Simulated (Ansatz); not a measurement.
Consider vertical spin-state energies of CH4B2O2, SMILES BOB1CO1 (the Ansatz DFT code, driven from Python).

The script, `spin.py`:
```python
# -*- coding: utf-8 -*-
"""Vertical spin-state energies of CH4B2O2."""

import ansatz as az

geometry_ang = [
    ("B", [1.5756, -0.3011, -0.9265]),
    ("O", [1.4497, 0.0116, 0.4962]),
    ("B", [0.0318, 0.3982, 0.7406]),
    ("C", [-1.3715, -0.0222, 0.7095]),
    ("O", [-1.1147, 1.2738, 0.4824]),
    ("H", [1.8273, 0.6214, -1.6911]),
    ("H", [1.3769, -1.3499, -1.3411]),
    ("H", [-1.9013, -0.1655, 1.6882]),
    ("H", [-1.7853, -0.5126, -0.1753]),
]
molecule = az.Crystal.molecule()
for symbol, xyz in geometry_ang:
    molecule = molecule.atom(symbol, xyz)

model = molecule.calculation()
model = model.basis(gaussian="cc-pVDZ")
model = model.functional("r2scan")
model = model.accuracy("medium")
model = model.scf(lower_state_search="light")
found = {}
for unpaired in [0, 2]:
    data = model.spin("collinear", total=unpaired).run(threads=1).report
    s = unpaired / 2
    found[unpaired] = data["free_energy_ev"]
    print(f"2S+1 = {unpaired + 1}: E = {found[unpaired]:.5f} eV, <S^2> = {abs(data['mean_field']['state']['spin_squared']):.3f} (pure state {s * (s + 1):.2f})")
lowest = min(found, key=found.get)
for unpaired, e in found.items():
    print(f"multiplicity {unpaired + 1}: {23.060548 * (e - found[lowest]):.1f} kcal/mol above the lowest")
```

Which spin state is lowest at this geometry, and how far above lie the others?

In order: multiplicity 1 (+0.00 eV) and multiplicity 3 (+3.07 eV), all at the one geometry.

What the script printed:

```console
$ python spin.py
2S+1 = 1: E = -6544.71434 eV, <S^2> = 0.000 (pure state 0.00)
2S+1 = 3: E = -6541.64713 eV, <S^2> = 2.010 (pure state 2.00)
multiplicity 1: 0.0 kcal/mol above the lowest
multiplicity 3: 70.7 kcal/mol above the lowest
```

Notes:
- The settings weren't tested for convergence.
- The geometry is a force-field or estimated start, not a minimum of this method, and the basis set is short of its limit. All parts are taken at fixed geometry, without zero-point energy.
- Wall time of the script: 23 s on 1 thread of Arm Neoverse V1, with other jobs on the host, peak memory 0.27 GiB.
